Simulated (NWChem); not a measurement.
# SiHCl3 (trichlorosilane): levels of theory compared

We compute a comparison of 6 runs (HF/STO-3G, B3LYP/6-31G*, PBE0/def2-SVP, PBE0/def2-SVPD, MP2/def2-SVPD, MP2/6-311+G**) of SiHCl3 (trichlorosilane). 

Program for the calculation: NWChem 7.3.0.

1 further run of the same task is left out (set aside as unsound or not needed).

### 1 Starting point

SiHCl3: 5 atoms, total charge 0, spin state singlet. SMILES: `Cl[SiH](Cl)Cl`. Geometry: relaxed at PBE0-D4/def2-TZVP.

Bond lengths: Cl1–Si2 2.030 Å, Si2–Cl3 2.030 Å, Si2–Cl4 2.030 Å, Si2–H5 1.469 Å. Angles: Cl1–Si2–Cl3 109.5°, Cl1–Si2–Cl4 109.5°, Cl3–Si2–Cl4 109.5°, Cl1–Si2–H5 109.5°, Cl3–Si2–H5 109.4°, Cl4–Si2–H5 109.4°.

### 2 Energy and gradient at HF/STO-3G (run 1)

File job.nw:

```
start job
title "Cl3HSi"
memory stack 880 mb heap 220 mb global 1100 mb
charge 0

geometry noautosym nocenter noautoz
Cl    1.690930   -0.571430    0.891880
Si   -0.081300   -0.012690    0.075440
Cl    0.017700    1.933700   -0.491290
Cl   -0.476020   -1.170520   -1.544190
H    -1.151310   -0.179060    1.068150
end

basis spherical bse
* library STO-3G
end

scf
thresh 1e-08
maxiter 80
end

task scf gradient
```

Run with:

```console
$ nwchem job.nw > job.out
```

The log of the run:

```text
[...]
  functions       =    37
[...]
  wavefunction    = RHF
[...]
         Total SCF energy =  -1650.077975943235
      One-electron energy =  -2962.349345851923
      Two-electron energy =    973.280497590370
 Nuclear repulsion energy =    338.990872318318
        Time for solution =      1.0s
[...]
                         RHF ENERGY GRADIENTS
    atom               coordinates                        gradient
                 x          y          z           x          y          z
   1 Cl      3.195394  -1.079846   1.685409   -0.021618   0.006883  -0.010146
   2 Si     -0.153635  -0.023981   0.142561    0.034500   0.005374  -0.032008
   3 Cl      0.033448   3.654163  -0.928403   -0.001086  -0.023895   0.006842
   4 Cl     -0.899547  -2.211962  -2.918096    0.004978   0.014235   0.019753
   5 H      -2.175660  -0.338374   2.018511   -0.016775  -0.002597   0.015560
[...]
```

Run time: 1.8 s. Hardware: 1 thread of Intel Xeon 6975P-C (Granite Rapids), shared host; peak memory 0.1 GiB.

### 3 Energy and forces at B3LYP/6-31G(d) (spherical functions) (run 2)

File calc.nw:

```
start calc
title "Cl3HSi"
memory total 2200 mb
geometry units angstroms noautosym nocenter noautoz
Cl       1.690930      -0.571430       0.891880
Si      -0.081300      -0.012690       0.075440
Cl       0.017700       1.933700      -0.491290
Cl      -0.476020      -1.170520      -1.544190
H       -1.151310      -0.179060       1.068150
end
basis spherical bse
* library 6-31G*
end
dft
xc b3lyp
grid xfine
convergence energy 1e-08
maxiter 100
mulliken
print low
end
task dft gradient
```

Run with:

```console
$ nwchem calc.nw > calc.out
```

The log of the run:

```text
[...]
 d= 0,ls=0.0,diis     1  -1670.7435725287 -2.01D+03  1.89D-02  5.69D-01     1.8
[...]
 d= 0,ls=0.0,diis     8  -1670.8162873404 -7.70D-10  7.09D-07  5.00D-09    11.4
         Total DFT energy =    -1670.816287340422
      One electron energy =    -2983.417665760704
           Coulomb energy =     1079.859901318639
    Exchange-Corr. energy =     -106.249395216675
 Nuclear repulsion energy =      338.990872318318
[...]
      Total Density - Mulliken Population Analysis
     ---------------------------------------------
    Atom       Charge   Shell Charges
 -----------   ------   -------------------------------------------------------
    1 Cl  17    17.17   2.00  2.00  5.97  1.41  3.65  0.54  1.59  0.02
    2 Si  14    13.47   2.00  2.00  5.96  1.03  1.79  0.10  0.27  0.32
    3 Cl  17    17.17   2.00  2.00  5.97  1.41  3.65  0.54  1.59  0.02
    4 Cl  17    17.17   2.00  2.00  5.97  1.41  3.65  0.54  1.59  0.02
    5 H    1     1.01   0.51  0.50
[...]
                         DFT ENERGY GRADIENTS
    atom               coordinates                        gradient
                 x          y          z           x          y          z
   1 Cl      3.195394  -1.079846   1.685409   -0.008792   0.003045  -0.004847
   2 Si     -0.153635  -0.023981   0.142561    0.005681   0.000887  -0.005270
   3 Cl      0.033448   3.654163  -0.928403    0.000047  -0.010215   0.002470
   4 Cl     -0.899547  -2.211962  -2.918096    0.002659   0.006211   0.008025
   5 H      -2.175660  -0.338374   2.018511    0.000405   0.000072  -0.000378
 Task  times  cpu:       14.8s     wall:       14.8s
 Total times  cpu:       14.9s     wall:       14.9s
```

It took 16 s on 1 thread of Intel Xeon 6975P-C (Granite Rapids), shared host; peak memory 0.13 GiB.

Runs 3 to 5 aren't shown in full; the table further down has their settings and results.

### 4 Energy and forces at MP2/6-311+G(d,p) (run 6)

File run.py:

```python
from ase import Atoms
from ase.calculators.nwchem import NWChem

molecule = Atoms(['Cl', 'Si', 'Cl', 'Cl', 'H'], positions=[
    [1.690930, -0.571430, 0.891880],
    [-0.081300, -0.012690, 0.075440],
    [0.017700, 1.933700, -0.491290],
    [-0.476020, -1.170520, -1.544190],
    [-1.151310, -0.179060, 1.068150],
])

calc = NWChem(
    label='cl3hsi',
    theory='mp2',
    memory='2200 mb',
    basis='6-311+G**',
    basispar='spherical bse',
    scf={'nopen': '0', 'rhf': None, 'thresh': '1e-08', 'maxiter': '80'},
    mp2={'freeze': 'core 20', 'tight': None},
)
molecule.calc = calc

forces = molecule.get_forces()
e = molecule.get_potential_energy()
print(f"E = {e:.6f} eV")
print("forces (eV/A):")
for s, f in zip(molecule.symbols, forces):
    print(f"{s:2s} {f[0]:10.5f} {f[1]:10.5f} {f[2]:10.5f}")
```

Run with:

```console
$ export ASE_NWCHEM_COMMAND="nwchem PREFIX.nwi > PREFIX.nwo"
$ python run.py
```

The log of the run:

```text
E = -45407.494072 eV
forces (eV/A):
Cl   -0.03209    0.00643   -0.00447
Si   -0.14013   -0.02191    0.12999
Cl   -0.00859   -0.02731    0.01440
Cl   -0.00190    0.01481    0.02952
H     0.18270    0.02797   -0.16938
```

The calculator wrote cl3hsi.nwi:

```
title "cl3hsi"

permanent_dir cl3hsi

scratch_dir cl3hsi

start cl3hsi

geometry units angstrom nocenter noautosym noautoz
  Cl 1.6909300000000000e+00 -5.7142999999999999e-01 8.9188000000000001e-01
  Si -8.1299999999999997e-02 -1.2690000000000000e-02 7.5439999999999993e-02
  Cl 1.7700000000000000e-02 1.9337000000000000e+00 -4.9129000000000000e-01
  Cl -4.7602000000000000e-01 -1.1705200000000000e+00 -1.5441900000000000e+00
  H  -1.1513100000000001e+00 -1.7906000000000000e-01 1.0681499999999999e+00
end

memory 2200 mb

basis spherical bse noprint
   * library 6-311+G**
end

scf
  nopen 0
  rhf
  thresh 1e-08
  maxiter 80
end
mp2
  freeze core 20
  tight
end

task mp2 gradient
```

cl3hsi.nwo:

```text
Northwest Computational Chemistry Package (NWChem) 7.3.0
             --------------------------------------------------------

           Job information
           ---------------

    nwchem branch   = 7.3.0
    use scalapack   = T
    input           = cl3hsi.nwi
    prefix          = cl3hsi.
    data base       = cl3hsi/cl3hsi.db
    status          = startup
    nproc           =        1

           Memory information
           ------------------

    heap     =     72089594 doubles =      550.0 Mbytes
    stack    =     72089599 doubles =      550.0 Mbytes
    global   =    144179200 doubles =     1100.0 Mbytes (distinct from heap & stack)
    total    =    288358393 doubles =     2200.0 Mbytes
    verify   = yes
    hardfail = no

[... 117 lines left out ...]
 1-e energy   =   -2982.228281
[... 9 lines left out ...]
 Convergence threshold     :          1.000E-08
[... 15 lines left out ...]
         Total SCF energy =  -1668.195271772649
[... 2 lines left out ...]
 Nuclear repulsion energy =    338.990872318317
[... 442 lines left out ...]
 CPHF converged to   3.8D-07 in   10 iters
[... 141 lines left out ...]
  MP2 natural orbitals output to cl3hsi/cl3hsi.mp2nos
[... 3 lines left out ...]
    atom               coordinates                        gradient
                 x          y          z           x          y          z
   1 Cl      3.195394  -1.079846   1.685409    0.000624  -0.000125   0.000087
   2 Si     -0.153635  -0.023981   0.142561    0.002725   0.000426  -0.002528
   3 Cl      0.033448   3.654163  -0.928403    0.000167   0.000531  -0.000280
   4 Cl     -0.899547  -2.211962  -2.918096    0.000037  -0.000288  -0.000574
   5 H      -2.175660  -0.338374   2.018511   -0.003553  -0.000544   0.003294

                 ----------------------------------------
                 |  Time  |  1-e(secs)   |  2-e(secs)   |
                 ----------------------------------------
                 |  CPU   |       0.01   |       4.38   |
                 ----------------------------------------
                 |  WALL  |       0.01   |       4.38   |
                 ----------------------------------------
 -----------------------
 Task  times  cpu:       47.7s     wall:       47.7s
 Total times  cpu:       47.7s     wall:       47.7s
```

Run time: 49 s. Hardware: 1 thread of Intel Xeon 6975P-C (Granite Rapids), shared host; peak memory 0.57 GiB.

### 5 The series

```
run                               level  iteration cap  module   energy (Eh)  dipole moment (D)  HOMO energy (eV)  LUMO energy (eV)  wall time
  1                           HF/STO-3G             80     scf  -1650.077976               2.31            -11.40              6.46      1.8 s
  2  B3LYP/6-31G* (spherical functions)            100     dft  -1670.816287                  –                 –                 –       16 s
  3                       PBE0/def2-SVP            100     dft  -1669.742603               0.89             -9.27              0.37       11 s
  4                      PBE0/def2-SVPD            100     dft  -1669.765122               0.88             -9.50             -0.39       18 s
  5                       MP2/def2-SVPD             80     mp2  -1668.193356               0.87            -12.78              2.12       38 s
  6                       MP2/6-311+G**             80     mp2  -1668.694642               1.07            -12.82              1.46       49 s
```

### 6 Outcome

| quantity | value |
| --- | --- |
| run 6: total energy | -1668.69464 Eh |
| run 6: dipole moment (of the density that the program reports) | 1.07 D |
| run 6: HOMO energy (Hartree–Fock orbitals) | -12.82 eV |
| run 6: LUMO energy (Hartree–Fock orbitals) | 1.46 eV |
| run 6: HOMO–LUMO gap (Hartree–Fock orbitals) | 14.28 eV |
| run 6: correlation energy (20 core orbitals frozen) | -499.4 mEh |
| run 6: largest force on an atom | 0.251 eV/Å |

Over runs 1, 3, 4, 5, 6 the dipole moment (its size) runs from 0.87 D (MP2/def2-SVPD) to 2.31 D (HF/STO-3G). The two ends differ in method and basis. Over runs 1, 3, 4 the HOMO–LUMO gap runs from 9.11 eV (PBE0/def2-SVPD) to 17.86 eV (HF/STO-3G). Totals of different functionals can't be ranked against each other. In run 1 the basis is minimal, so the values are rough. All runs together took 2.2 min, the longest 49 s.
